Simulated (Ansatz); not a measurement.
# MnBr3 (ReO3 type): the equilibrium volume

At what volume is MnBr3 (ReO3 type) free of pressure? This structure was made by substitution into a known type, so it needn't be the compound's stable form.

Method: DFT PBE+U (U_eff = 3.9 eV on Mn 3d), scalar-relativistic, plane waves, PAW, in Ansatz 0.2.0.

1 further run of the same task is left out (it didn't finish). Runs told in other sessions of the task aren't counted.

**1. The structure to begin with**

Symmetry: Pm-3m, No. 221, cubic system. Conventional cell: a = 5.210 Å, b = 5.210 Å, c = 5.210 Å, α = 90.00°, β = 90.00°, γ = 90.00°. Mn (site symmetry m-3m) is surrounded by 6 Br at 2.60 Å. Br (site symmetry 4/mmm) is surrounded by 2 Mn at 2.60 Å.

As a file:

```
Mn Br
1.0
     5.21000    0.00000    0.00000
     0.00000    5.21000    0.00000
     0.00000    0.00000    5.21000
Mn Br
1 3
Cartesian
  0.0000 0.0000 0.0000
  2.6050 0.0000 0.0000
  0.0000 0.0000 2.6050
  0.0000 2.6050 0.0000
```

The moments start at Mn 4.00 μB.

**2. Seeding the open shells on a coarse mesh**

File input.yaml:

```yaml
crystal:
  lattice:
    - [5.21, 0.0, 0.0]
    - [0.0, 5.21, 0.0]
    - [0.0, 0.0, 5.21]
  atoms:
    - { symbol: Mn, position: [0.0, 0.0, 0.0], spin: 4.0 }
    - { symbol: Br, position: [0.5, 0.0, 0.0] }
    - { symbol: Br, position: [0.0, 0.0, 0.5] }
    - { symbol: Br, position: [0.0, 0.5, 0.0] }
basis:
  ecutwfc: 420
  ecutrho_ratio: 4
kpoints:
  mp_grid: { grid: [3, 3, 3] }
hamiltonian:
  xc: pbe
  hubbard: { sites: [{ species: Mn, l: d, u_eff: 3.9 }] }
scf:
  occupations: { method: gaussian, width: 0.05 }
output:
  forces: true
  stress: true
  eigenvalues: true
  populations: true
  hubbard: { sites: [{ species: Mn, l: d }] }
magnetization:
  spin_polarized: true
```

Run with:

```console
> ansatz run input.yaml --threads 2 --pin off --max-ram 2662MiB --backend cpu --events-out ev --progress --plain --runs-dir out
```

After this run come: The same volume on a finer mesh (PBE+U, 4×4×4 mesh); Next volume: 35.528 Å³/atom (PBE+U, 4×4×4 mesh); Next volume: 36.563 Å³/atom (PBE+U, 4×4×4 mesh); The same volume on a finer mesh; A step to a new volume; Next volume: 36.358 Å³/atom.

Before running it: what results should come out? Wanted: volume; pressure; conventional cell; gap on the mesh; spin moments in spheres.

**Answer**, as computed:

```
               quantity                                                                      value
                 volume                                                             36.358 Å³/atom
               pressure                                                                   0.00 GPa
      conventional cell  a = 5.259 Å, b = 5.259 Å, c = 5.259 Å, α = 90.00°, β = 90.00°, γ = 90.00°
        gap on the mesh                                                               none (metal)
spin moments in spheres                                                       Mn 4.40; Br -0.14 μB
```

In words: From the first run shown, the volume went from 35.36 to 36.36 Å³/atom (+2.8 %) in 7 runs, where the pressure is zero within 0.01 GPa. Open d and f shells can converge to several self-consistent states; these numbers belong to the ones reached here.
